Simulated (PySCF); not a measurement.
**The bond of KSi, level by level**

Aim: find the lowest electronic state of KSi, scan its bond at several levels of theory, and get bond length, wavenumber and dissociation energy from each curve.

Computed with PySCF 2.14.0. Level: K x2c-SVPall, Si x2c-SVPall, spin-free X2C with a Gaussian nucleus.

## (1) Set-up

The job is set up so:

```json
{"atoms": "K, Si", "charge": "0", "basis": "K x2c-SVPall, Si x2c-SVPall", "Hamiltonian": "spin-free X2C with a Gaussian nucleus", "basis functions": "42", "electrons treated": "33", "masses in u": "38.9637, 27.9769", "levels": "PBE0, PBE, r²SCAN, M06-2X, M06, B2PLYP, HSE06, HF, MP2, SCS-MP2, CCSD, CCSD(T)", "grid": "80 radial by 434 angular points", "occupations": "held fixed by the projection of orbital angular momentum", "dissociation limit": "K + Si, each in its ground configuration", "starting distance in angstrom": "3.060", "values of 2S to try": "1, 3"}
```

Command:

```
> OMP_NUM_THREADS=1 python dia.py task.json out
```

Further steps of the session: PBE0 along the bond; Higher solutions at PBE0; PBE; r²SCAN (meta-GGA); M06-2X; M06; B2PLYP; HSE06; UHF (mean field); MP2 and coupled cluster.

What does the calculation give? Wanted: for each run, Re; ωe; De; μ.

As calculated:

Lowest PBE0 solution found, without spin–orbit coupling: ⁴Σ⁻ (quartet), unpaired electrons σ ↑, π ↑↑. State 2 has its PBE0 minimum 0.51 eV higher, as a spin-mixed determinant (⟨S²⟩ = 1.76), so this is no gap between pure states. State 3 has its PBE0 minimum 0.52 eV higher, as a spin-mixed determinant (⟨S²⟩ = 1.76), so this is no gap between pure states. State 4 has its PBE0 minimum 0.77 eV higher. The other levels ran on the lowest alone.

```
      level  Re (Å)  ωe (cm⁻¹)  De (eV)   μ (D)
        UHF   3.135      203.1     1.05  -10.93
    UHF-MP2   3.096      203.1     1.30     n/a
UHF-SCS-MP2   3.102      202.7     1.19     n/a
   UHF-CCSD   3.099      202.0     1.24     n/a
UHF-CCSD(T)   3.099      201.3     1.26     n/a
        PBE   3.071      194.6     1.52   -8.43
     r²SCAN   3.076      203.5     1.67   -9.66
       PBE0   3.056      203.7     1.51   -9.36
        M06   3.018      216.5     1.63   -9.48
      HSE06   3.056      202.6     1.50   -9.22
     M06-2X   3.032      217.1     1.53   -9.74
     B2PLYP   3.078      200.4     1.25   -9.66
```

De is counted to K + Si in their ground configurations. A positive dipole means K(−)Si(+).

Differences from CCSD(T) in the same basis:

```
      level  Re (mÅ)  ωe (%)
        UHF      +36    +0.9
    UHF-MP2       -4    +0.9
UHF-SCS-MP2       +3    +0.7
   UHF-CCSD        0    +0.3
        PBE      -29    -3.4
     r²SCAN      -23    +1.1
       PBE0      -44    +1.1
        M06      -82    +7.5
      HSE06      -43    +0.6
     M06-2X      -67    +7.8
     B2PLYP      -22    -0.5
```

In words: Judged by CCSD(T) in the same basis: best bond length UHF-CCSD (0 mÅ), worst M06 (-82 mÅ); best wavenumber UHF-CCSD (+0.3 %), worst M06-2X (+7.8 %). CCSD(T) in a basis this small is itself some way from its limit, more so than the functionals. Of the levels with a De here, UHF gives the least (1.05 eV) and r²SCAN the most (1.67 eV).

Correlated steps freeze 10 core orbitals. B2PLYP dipoles, levels and charges come from its SCF part alone.
